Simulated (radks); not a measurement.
# Exchange and kinetic functionals tested on atomic densities: Cl²⁺, Cd⁺, Mg, Au, Sn⁴⁺, Ge⁴⁺

One table from this session's results is given with a row withheld; the runs are named, their logs left out.

The numbers are computed with radks (a radial shooting solver on a logarithmic mesh, Libxc functionals) version 1 (non-relativistic Kohn-Sham, r2SCAN, spin-polarised, spherical densities, point nucleus; open shells are filled with parallel spins first), except any that are marked as measured or tabulated.

### The system

- species: Cl²⁺ ([Ne] 3s2 3p3), Cd⁺ ([Kr] 4d10 5s1), Mg ([Ne] 3s2), Au ([Xe] 4f14 5d10 6s1), Sn⁴⁺ ([Kr] 4d10), Ge⁴⁺ ([Ar] 3d10)

Set-up of the first run:

Input:

```text
Z 17
configuration [Ne] 3s2 3p3
relativity non-relativistic
functional r2scan,r2scan
spin polarised
nucleus point
```

Steps of the session up to this table: Cl²⁺, [Ne] 3s2 3p3.

One of the session's tables, all rows but one given; the rest of the session is left out.

It belongs to the step «Cl²⁺, [Ne] 3s2 3p3». Radial moments (bohr):

```
  level     <r>  outermost maximum (interpolated)  90 % within  nodes
  2s up       ?                                 ?            ?      ?
2s down  0.4442                             0.363        0.693      1
  2p up  0.4063                             0.302        0.673      0
2p down  0.4064                             0.303        0.673      0
  3s up   1.445                              1.25         2.15      2
3s down   1.465                              1.25         2.19      2
  3p up   1.586                              1.35         2.40      1
3p down   1.620                              1.35         2.48      1
```

**Question.** Estimate the row for 2s up.

The run gave: <r>: 0.4442; outermost maximum (interpolated): 0.363; 90 % within: 0.694; nodes: 1.
